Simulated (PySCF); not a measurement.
# Br2H2Mg2 ((HMg-mu-Br)2): the cost of one run

Programs: PySCF 2.14.0, with routines of our own; each step states its level. All values are computed. Atoms count from 0.

## 1. The system as given

6 atoms, charge 0, multiplicity 1; geometry from: GFN2-xTB.

## 2. NMR shieldings: PBE0/pcSseg-1 Br:us-x2c-TZVPall-2c, spin–orbit

Job settings and geometry (Å):

```
{"job": {"kind": "hnmr", "xc": "PBE0", "basis": {"default": "pcSseg-1", "Br": "us-x2c-TZVPall-2c"}, "rel": "so"}, "charge": 0, "multiplicity": 1}
Mg    -1.073580    -0.063460     1.431780
H     -1.997990    -0.110070     2.686400
Br     0.601910    -1.638500     0.381950
Mg     1.068560     0.059470    -1.435240
H      2.021640     0.125040    -2.669690
Br    -0.620550     1.627530    -0.395210
```

Method: PBE0/pcSseg-1 Br:us-x2c-TZVPall-2c GIAO NMR shielding, X2C with spin-orbit coupling, screened-nuclear two-electron part, Gaussian nuclei, gas phase.

Command:

```
$ OMP_NUM_THREADS=1 python heavy_run.py task.json out
```

The driver reads the jobs from task.json and runs them one after another.

Q: Estimate the wall time and peak memory of this first job on 1 thread of Intel Xeon 6975P-C, shared host.

About 78 s, with a peak of 1.1 GiB.
